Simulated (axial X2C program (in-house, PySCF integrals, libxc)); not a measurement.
# CuNC⁻: bond lengths and stretches, held linear

The task here is to estimate one member of a computed series from the others.

Method: all-electron X2C, two-component (2c) or spin-free, Cu dyall-v3z, N dyall-av3z, C dyall-v3z; program: an in-house X2C program for linear molecules on PySCF integrals.

All values are calculated.

2 further runs of the same task are left out: 2 set aside as unsound or not needed.

Set-up of the first run:

File task.json:

```json
{"zs": [29, 7, 6], "q": -1, "bas": ["dyall-v3z", "dyall-av3z", "dyall-v3z"], "r0": [1.78, 1.17], "symm": 0, "scan": ["PBE0", "HF", "PBE"], "levels": ["PBE0", "HF", "B3LYP"], "nst": 2}
```

Keys: zs atomic numbers; q charge; bas basis sets; r0 starting distance in Å; symm equal bonds; scan levels of the two-bond scan; levels methods; nst determinants followed.

Launch:

```bash
$ python solin.py task.json out
```

Masses Cu 62.930, N 14.003, C 12.000 u.

Among the steps run: Scan at PBE0, 2c; Scan at PBE, 2c; Scan at PBE0, spin-free.

One of the session's tables, all rows but one given; the rest of the session is left out.

```
          level  lower stretch (cm⁻¹)  upper stretch (cm⁻¹)
       PBE0, 2c                 391.0                2170.0
        PBE, 2c                 402.1                2059.8
PBE0, spin-free                     ?                     ?
 PBE, spin-free                 402.1                2059.7
```

Q: Estimate the row for PBE0, spin-free from the others.

The run gave: lower stretch (cm⁻¹): 391.1; upper stretch (cm⁻¹): 2170.0. In the column «lower stretch (cm⁻¹)» it lies between PBE0, 2c (391.0) and PBE, 2c (402.1).

Scans not shown above were run alike.

For an anion the highest level of a functional can be positive, and the basis then holds the extra electron. The molecule was held linear; bending was not examined, so a bent shape may lie lower.
